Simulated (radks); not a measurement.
# Sm⁴⁺ in [Kr] 4d10 4f5 5s1 5p6: an all-electron calculation

Wanted: eigenvalues, radial structure and energy terms of the samarium ion Sm4+.

The numbers are computed with radks (a radial shooting solver on a logarithmic mesh, Libxc functionals) version 1 (scalar-relativistic Kohn-Sham, PBE, spin-unpolarised, spherical densities, point nucleus), except any that are marked as measured or tabulated.

### 1 The system

| Property | Result |
| --- | --- |
| element | samarium (Z = 62) |
| charge | +4 |
| electrons | 58 |
| configuration | [Kr] 4d10 4f5 5s1 5p6 |

Outer shells as boxes (Hund's rule):

Sm⁴⁺
```
[Kr] core
4d [↑↓][↑↓][↑↓][↑↓][↑↓]
4f [↑ ][↑ ][↑ ][↑ ][↑ ][  ][  ]
5s [↑ ]
5p [↑↓][↑↓][↑↓]
```

### 2 The calculation

The run's settings:

```text
Z 62
configuration [Kr] 4d10 4f5 5s1 5p6
relativity scalar-relativistic
functional pbe,pbe
spin unpolarised
nucleus point
c 137.035999084
```

Run with:

```bash
python run_ks.py task.json out
```

This one command runs every case of the session in turn.

**Question.** What will this run give?

**Answer**, as computed:

```
                        quantity                value
                    total energy  -10422.8308 hartree
exchange-correlation share of it               2.24 %
                            −T/E               1.0690
          highest occupied level       4f, -48.208 eV
    most extended occupied level  5p, <r> = 1.54 bohr
 radius at density 0.001 e/bohr³            3.19 bohr
    maxima of the radial density                    4
```

5 principal shells are occupied and 4 maxima appear in the radial density; where shells overlap, one shows as a shoulder or not at all. −T/E is 1.069: with relativity the kinetic term as defined here no longer equals −E. This is not the tabulated ground configuration, so its levels and sizes aren't those of the ground state, and no measured value stands beside it.
